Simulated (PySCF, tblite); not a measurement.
**C₅H₇BNO₂ radical: geometry, infrared bands and EPR parameters**

What infrared bands and EPR parameters should C₅H₇BNO₂ radical (`CC/C(=C\C#N)B([O])O`) show?

The runs use tblite 0.8.0 and PySCF 2.14.0, with density-fitted response routines of our own; the level of theory stands in each step. All values are computed, except where a source is named. Atoms are numbered from 0 throughout.

## (1) The starting structure

16 atoms, charge 0, multiplicity 2; geometry from: force field or distance geometry start.

Bonds of the start (Å): C0–C1 1.50, C1–C2 1.49, C2–C3 1.35, C3–C4 1.44, C4–N5 1.16, C2–B6 1.55, B6–O7 1.48, B6–O8 1.47, C0–H9 1.14, C0–H10 1.10, C0–H11 1.11, C1–H12 1.11, C1–H13 1.12, C3–H14 1.09, O8–H15 0.99.

## (2) Optimising the geometry with GFN2-xTB

Job settings and geometry (Å):

```
{"job": {"kind": "relax", "xc": "GFN2-xTB", "basis": "xTB"}, "charge": 0, "multiplicity": 2}
C     -1.876300    -0.778500    -0.134400
C     -0.930700    -0.030700     0.754700
C      0.464400     0.048200     0.230500
C      0.925300     1.298100     0.017700
C      0.113200     2.448600     0.331700
N     -0.555300     3.368300     0.565800
B      1.324400    -1.204000    -0.095300
O      1.396900    -2.174800     1.025700
O      2.597700    -1.034100    -0.819100
H     -2.900300    -0.698100     0.362500
H     -1.960200    -0.376300    -1.156000
H     -1.617900    -1.857800    -0.089400
H     -1.310600     0.976000     1.043800
H     -0.869100    -0.614400     1.708100
H      1.937500     1.407600    -0.367100
H      3.253300    -0.769300    -0.123100
```

On the command line:

```
$ OMP_NUM_THREADS=1 python probes_run.py task.json out
```

One launch serves the whole session: the jobs run in the order shown.

Output:

```text
step      E/eV     max force
  0    -719.06432    6.776
  1    -720.20148    4.052
  2    -717.28032   35.676
  3    -720.50783    4.163
  4    -720.51046    7.889
  5    -720.74046    1.339
  6    -720.80181    0.643
  7    -720.88317    0.915
  8    -720.91956    0.862
  9    -720.96289    0.653
 10    -720.99664    0.519
 11    -721.03118    0.464
 12    -721.04288    0.347
 13    -721.05477    0.431
 14    -721.07320    0.641
 15    -721.09103    0.958
 16    -721.12274    0.644
 17    -721.16390    0.619
 18    -721.19283    0.789
 19    -721.12627    2.458
 20    -721.22184    0.353
 21    -721.23490    0.262
 22    -721.25838    0.820
 23    -721.26675    0.191
 24    -721.27080    0.170
 25    -721.27814    0.150
 26    -721.28065    0.150
 27    -721.28385    0.130
 28    -721.28545    0.125
 29    -721.28748    0.127
 30    -721.28958    0.148
 31    -721.29191    0.148
 32    -721.29439    0.127
 33    -721.29754    0.153
 34    -721.30144    0.175
 35    -721.30466    0.202
 36    -721.30702    0.205
 37    -721.30841    0.121
 38    -721.31016    0.107
 39    -721.31182    0.167
 40    -721.31476    0.210
 41    -721.31715    0.167
 42    -721.31895    0.074
 43    -721.31991    0.076
 44    -721.32065    0.078
 45    -721.32123    0.082
 46    -721.32159    0.057
 47    -721.32183    0.036
 48    -721.32200    0.033
 49    -721.32216    0.033
 50    -721.32236    0.041
 51    -721.32260    0.042
 52    -721.32284    0.034
 53    -721.32303    0.030
 54    -721.32319    0.041
 55    -721.32337    0.058
 56    -721.32358    0.064
 57    -721.32381    0.057
 58    -721.32402    0.052
 59    -721.32420    0.037
 60    -721.32437    0.032
 61    -721.32453    0.032
 62    -721.32468    0.030
 63    -721.32481    0.029
 64    -721.32493    0.027
 65    -721.32504    0.026
 66    -721.32516    0.027
 67    -721.32529    0.027
 68    -721.32543    0.033
 69    -721.32562    0.043
 70    -721.32586    0.051
 71    -721.32614    0.051
 72    -721.32642    0.048
 73    -721.32668    0.059
 74    -721.32693    0.063
 75    -721.32721    0.064
 76    -721.32755    0.055
 77    -721.32803    0.065
 78    -721.32879    0.074
 79    -721.32987    0.076
 80    -721.33096    0.129
 81    -721.32983    0.339
 82    -721.33211    0.082
 83    -721.33252    0.069
 84    -721.33460    0.191
 85    -721.33548    0.172
 86    -721.33764    0.121
 87    -721.33856    0.089
 88    -721.33984    0.113
 89    -721.34101    0.117
 90    -721.34251    0.115
 91    -721.34307    0.301
 92    -721.34503    0.133
 93    -721.34665    0.134
 94    -721.34799    0.122
 95    -721.34982    0.134
 96    -721.35065    0.073
 97    -721.35149    0.055
 98    -721.35202    0.133
 99    -721.35251    0.120
100    -721.35325    0.066
101    -721.35372    0.037
102    -721.35398    0.038
103    -721.35414    0.041
104    -721.35436    0.050
105    -721.35480    0.052
106    -721.35554    0.062
107    -721.35651    0.155
108    -721.35729    0.179
109    -721.35817    0.099
110    -721.35882    0.072
111    -721.35950    0.061
112    -721.36000    0.087
113    -721.36055    0.109
114    -721.36097    0.071
115    -721.36137    0.041
116    -721.36172    0.050
117    -721.36196    0.044
118    -721.36215    0.047
119    -721.36241    0.037
120    -721.36283    0.056
121    -721.36351    0.092
122    -721.36451    0.130
123    -721.36598    0.173
124    -721.36816    0.161
125    -721.37047    0.231
126    -721.37338    0.110
127    -721.37569    0.134
128    -721.37812    0.155
129    -721.37824    0.151
130    -721.37922    0.049
131    -721.37951    0.121
132    -721.37994    0.076
133    -721.38042    0.044
134    -721.38064    0.037
135    -721.38081    0.098
136    -721.38104    0.057
137    -721.38126    0.064
138    -721.38171    0.073
139    -721.38208    0.089
140    -721.38265    0.069
141    -721.38338    0.071
142    -721.38444    0.072
143    -721.38505    0.209
144    -721.38589    0.136
145    -721.38661    0.058
146    -721.38693    0.042
147    -721.38742    0.061
148    -721.38769    0.053
149    -721.38804    0.054
150    -721.38831    0.052
151    -721.38850    0.080
152    -721.38841    0.149
153    -721.38879    0.036
154    -721.38885    0.023
155    -721.38891    0.012
156    -721.38892    0.011
157    -721.38894    0.008
```

Wall time 1.1 s (1 thread of Arm Neoverse V1, shared host).

Along the way: (not every step is listed) (the energy doesn't fall at every step)

```tsv
step	energy from step 0 (eV)	largest force (eV/Å)
0	0.0000	6.7755
1	-1.1372	4.0519
2	1.7840	35.6755
3	-1.4435	4.1634
4	-1.4461	7.8893
5	-1.6761	1.3391
6	-1.7375	0.6431
7	-1.8188	0.9153
8	-1.8552	0.8625
22	-2.1941	0.8199
36	-2.2427	0.2051
50	-2.2580	0.0412
64	-2.2606	0.0273
78	-2.2645	0.0742
92	-2.2807	0.1332
106	-2.2912	0.0623
120	-2.2985	0.0562
134	-2.3163	0.0375
148	-2.3234	0.0530
152	-2.3241	0.1492
153	-2.3245	0.0355
154	-2.3245	0.0233
155	-2.3246	0.0124
156	-2.3246	0.0112
157	-2.3246	0.0079
```

Distances of close pairs at the start and the end, largest changes first:

```tsv
bond	before (Å)	after (Å)	change (Å)
B6–O7	1.485	1.254	-0.231
C2–B6	1.554	1.720	+0.167
B6–O8	1.474	1.358	-0.116
C0–H9	1.141	1.086	-0.055
O8–H15	0.992	0.957	-0.035
C3–C4	1.443	1.411	-0.032
C0–C1	1.498	1.527	+0.030
C1–H13	1.120	1.093	-0.027
```

The next job starts from the end point, and lists it.

## (3) Vibrational analysis with GFN2-xTB

Job settings and geometry (Å):

```
{"job": {"kind": "ir", "xc": "GFN2-xTB", "basis": "xTB"}, "charge": 0, "multiplicity": 2}
C     -1.817094    -0.822394     0.063468
C     -0.839592    -0.103964     0.991654
C      0.403968     0.238237     0.272270
C      0.805988     1.406509    -0.205901
C      0.062280     2.588951    -0.007652
N     -0.543583     3.548897     0.149538
B      1.436500    -1.095989    -0.063470
O      0.847689    -1.977916    -0.731886
O      2.653543    -0.832805     0.478945
H     -2.674057    -1.186156     0.623459
H     -2.160657    -0.152299    -0.720907
H     -1.307979    -1.665671    -0.403282
H     -1.290527     0.819728     1.373849
H     -0.605569    -0.750256     1.841433
H      1.729223     1.528128    -0.754571
H      3.292268    -1.534055     0.349126
```

Output:

```text
mode    cm-1     km/mol
  1      21.6      2.56
  2      68.2      1.76
  3     101.7      6.66
  4     120.5      3.11
  5     170.0      6.28
  6     199.9      8.42
  7     237.5      2.67
  8     249.0      0.65
  9     290.5     13.80
 10     395.1     16.21
 11     435.9     66.97
 12     445.6     35.93
 13     472.5     76.15
 14     537.8    134.31
 15     579.5     20.18
 16     638.5      7.33
 17     790.4     22.23
 18     827.2     11.20
 19     901.7      8.73
 20     928.5    217.92
 21    1007.5      3.99
 22    1026.1     81.50
 23    1064.5      0.13
 24    1073.0      0.51
 25    1086.9     16.33
 26    1198.8      0.44
 27    1227.2     36.72
 28    1284.9      6.36
 29    1399.0      9.41
 30    1424.6      7.39
 31    1474.4     10.10
 32    1483.5      5.36
 33    1612.7    221.89
 34    1670.2    202.91
 35    2367.8    247.46
 36    2913.3      5.31
 37    2965.4      9.18
 38    3013.7      7.64
 39    3044.3     17.71
 40    3048.4     23.27
 41    3064.8      0.48
 42    3618.3     39.18
```

It took 0.52 s on 1 thread of Arm Neoverse V1, shared host.

Which atoms move in the most intense modes:

```tsv
cm⁻¹	km/mol	atoms
436	67.0	H15 57 %, C4 14 %
472	76.2	B6 43 %, C4 17 %, H15 11 %, O7 11 %
538	134.3	B6 68 %
928	217.9	O8 47 %, H15 28 %, O7 15 %
1026	81.5	H15 46 %, B6 27 %, O8 12 %
1613	221.9	B6 54 %, O7 26 %, C2 10 %
1670	202.9	C2 44 %, C3 36 %, B6 12 %
2368	247.5	C4 60 %, N5 39 %
```

## (4) EPR parameters: B3LYP/pcH-1

The job, as its differences from that of step 3:

```diff
@@ -1,2 +1,2 @@
-{"job": {"kind": "ir", "xc": "GFN2-xTB", "basis": "xTB"}, "charge": 0, "multiplicity": 2}
+{"job": {"kind": "epr", "basis": "pcH-1"}, "charge": 0, "multiplicity": 2}
 C     -1.817094    -0.822394     0.063468
```

Method: UKS B3LYP, pcH-1 on B C H N O, non-relativistic, mean-field spin-orbit, GIAO.

Output:

```text
UKS, coarse grid
  cycle   1  E = -424.45585072  |g| = 8.84e-01
  cycle   2  E = -417.03615302  |g| = 2.84e+00
  cycle   3  E = -424.49425099  |g| = 7.14e-01
  cycle   4  E = -424.69854104  |g| = 5.49e-01
  cycle   5  E = -424.80057441  |g| = 2.28e-01
  cycle   6  E = -424.81566182  |g| = 1.60e-01
  cycle   7  E = -424.82578469  |g| = 9.49e-02
  cycle   8  E = -424.82993080  |g| = 1.72e-02
  cycle   9  E = -424.83007873  |g| = 7.49e-03
  cycle  10  E = -424.83011150  |g| = 6.27e-03
  cycle  11  E = -424.83013643  |g| = 2.06e-03
  cycle  12  E = -424.83014612  |g| = 1.21e-03
  cycle  13  E = -424.83014820  |g| = 5.92e-04
UKS, final grid
  cycle   1  E = -424.83013173  |g| = 6.26e-04
  cycle   2  E = -424.83013182  |g| = 1.03e-03
  cycle   3  E = -424.83013232  |g| = 3.06e-04
  cycle   4  E = -424.83013243  |g| = 2.04e-04
  cycle   5  E = -424.83013261  |g| = 1.60e-04
  cycle   6  E = -424.83013264  |g| = 5.08e-05
  cycle   7  E = -424.83013264  |g| = 1.56e-05
E = -424.83013264 Eh   <S^2> = 0.7558 (exact 0.7500)
g shifts (ppm)      1          2          3
  rmc          -278       -278       -278
  gc              5         57         66
  oz_so         193       5275       6202
  total         -79       5054       5990
hyperfine (MHz)  atom isotope    a_iso     a_fc   dipolar eigenvalues
    0   13C      -1.76      -1.76     -2.40     -1.24      3.64
    1   13C      -1.97      -1.97     -3.05     -2.62      5.68
    2   13C      95.27      95.27    -27.06    -25.87     52.93
    3   13C      22.45      22.45     -4.58     -2.92      7.50
    4   13C      26.93      26.93     -2.66     -1.45      4.11
    5   14N       0.26       0.26     -1.16     -0.76      1.92
    6   11B     -36.35     -36.35    -10.97     -3.07     14.04
    7   17O     -40.78     -40.78   -196.26     94.36    101.90
    8   17O     -28.70     -28.70    -15.04      6.95      8.09
    9    1H       3.48       3.48     -1.89     -0.97      2.86
   10    1H       1.40       1.40     -1.66     -1.33      2.99
   11    1H      19.35      19.35     -7.26     -2.85     10.10
   12    1H      62.65      62.65     -3.26     -0.74      4.00
   13    1H       7.18       7.18     -3.52     -1.81      5.33
   14    1H      22.82      22.82     -4.83     -1.31      6.14
   15    1H       5.22       5.22     -5.78      0.16      5.62
```

It took 1.7 min on 1 thread of Arm Neoverse V1, shared host; peak memory 1.1 GiB.

Principal g values 2.00224, 2.00737, 2.00831; g(iso) = 2.00597, against 2.00232 for a free electron.

Hyperfine couplings; where a row names several nuclei, a(iso) is their mean (it holds for fast rotation or exchange) and the dipolar term the largest among them:

```tsv
nuclei	isotope	a(iso) (MHz)	a(iso) (G, at g = 2.0023)	largest dipolar term (MHz)
C2	13C	95.3	34.0	52.9
O7	17O	-40.8	-14.6	-196.3
B6	11B	-36.3	-13.0	14.0
H12, H13	1H	34.9	12.5	5.3
O8	17O	-28.7	-10.2	-15.0
C4	13C	26.9	9.6	4.1
H14	1H	22.8	8.1	6.1
C3	13C	22.5	8.0	7.5
H9, H10, H11	1H	8.1	2.9	10.1
H15	1H	5.2	1.9	-5.8
C1	13C	-2.0	-0.7	5.7
C0	13C	-1.8	-0.6	3.6
N5	14N	0.3	0.1	1.9
```

Mulliken spin populations:

C0 0.01; C1 0.00; C2 0.27; C3 0.02; C4 0.01; N5 0.01; B6 -0.05; O7 0.65; O8 0.03; H9 0.00; H10 0.00; H11 0.00; H12 0.03; H13 0.00; H14 0.01; H15 0.01

In first order the couplings over 0.8 MHz of 11B, 1H give 188 distinct lines over 82.5 G, if the averaged nuclei exchange fast.

Orbitals, density, ELF and potential are computed afterwards from the orbital file.

ELF in a plane through or near 7 of the atoms.

Ten even steps from '0' (0.00) to '9' (1.00):
```
0000000000000000000000000000
0000000000000000000000000000
0000000000000000000000000000
0000000000000000000000000000
0000000000000000000000000000
0000002784112001321000000000
0000029999656204653000000000
0000018999555103663103730000
0000001466487213211658971000
0000000012676768715878850000
0000000000335782623787300000
0000000000100488500365100000
0000000000012533650000000000
0000000013574685775000000000
0000000367675251111000000000
0000000489547751000000000000
0000000489986420000000000000
0000000047774200000000000000
0000000000000000000000000000
0000000000000000000000000000
```
The map spans 12.3 Å across and 11.9 Å up, centred on the molecule. Atoms in the plane (x, y in Å): C0 (-1.6, 1.2), C2 (0.3, -0.3), C3 (0.5, -1.6), C4 (-0.5, -2.5), N5 (-1.3, -3.3), B6 (1.7, 0.7), H9 (-2.3, 1.8).

On the surface of density 0.002 e/bohr³ the electrostatic potential runs, from the 1st to the 99th percentile, from -1.71 V near N5 to 2.65 V near H15.

The spin density lies nearest to O7 57 %; C2 19 %; B6 7 % (both signs).

## (5) Outcome

```
                                 quantity                  value
strongest single infrared mode (GFN2-xTB)  2368 cm⁻¹, 247 km/mol
             zero-point energy (GFN2-xTB)          72.2 kcal/mol
                           g(iso) (B3LYP)                2.00597
                                     ⟨S²⟩     0.756 (exact 0.75)
       largest a(iso) (averaged by class)    13C on C2, 95.3 MHz
    surface potential, 1st and 99th percentile     -1.71 V and 2.65 V
```

What this shows: Relaxing lowered the energy by 2.325 eV in 157 steps; the close pair that moved most is B6–O7, from 1.485 to 1.254 Å. No mode is imaginary among the 42: a minimum at this level. The strongest single mode, at 2368 cm⁻¹, moves mainly C4 and N5. GFN2-xTB is a fitted tight-binding method: band positions and strengths are rough. Its intensities can rank the bands wrongly. O7 carries the largest spin population, 0.65 e. The isotropic g lies 3.7 ppt above the free-electron value.
